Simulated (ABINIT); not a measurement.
Here is an ABINIT 10.8.3 (patched build) calculation.

The input run.abi:

```
# Pseudopotentials
pp_dirpath "./"
pseudos "Si.GGA_PBE-JTH.xml, F.GGA_PBE-JTH.xml"

# Structure
structure "poscar:POSCAR"
natom 2

# Plane-wave basis
ecut 23.0
pawecutdg 45.0
pawxcdev 0

# k points
kptopt 1
ngkpt 9 9 9
nshiftk 1
shiftk 0.0 0.0 0.0

# Exchange and correlation
ixc 11

# Bands and occupations
nband 10
occopt 3
tsmear 0.00183747

# SCF cycle
nstep 100
tolvrs 1.0e-9

# Output
iomode 3
prtwf 0
prtden 0
prteig 0
prtebands 0
```

The input POSCAR:

```
SiF
1.0
    3.0286000000      0.0000000000      0.0000000000
    0.0000000000      3.0286000000      0.0000000000
    0.0000000000      0.0000000000      3.0286000000
Si F
1 1
Direct
    0.5000000000      0.5000000000      0.5000000000  Si
    0.0000000000      0.0000000000      0.0000000000  F
```

Potentials or basis: JTH PAW PBE v2.0.

Run with:

```bash
$ abinit run.abi > log 2>&1
```

Q: Estimate the pressure.

A: 0.0 GPa.

Q: Estimate the band gap on the k mesh.

A: None (metal or under the smearing width).

Caveat: an odd number of electrons without spin polarisation forces a metal; a magnetic or distorted state may lie lower.
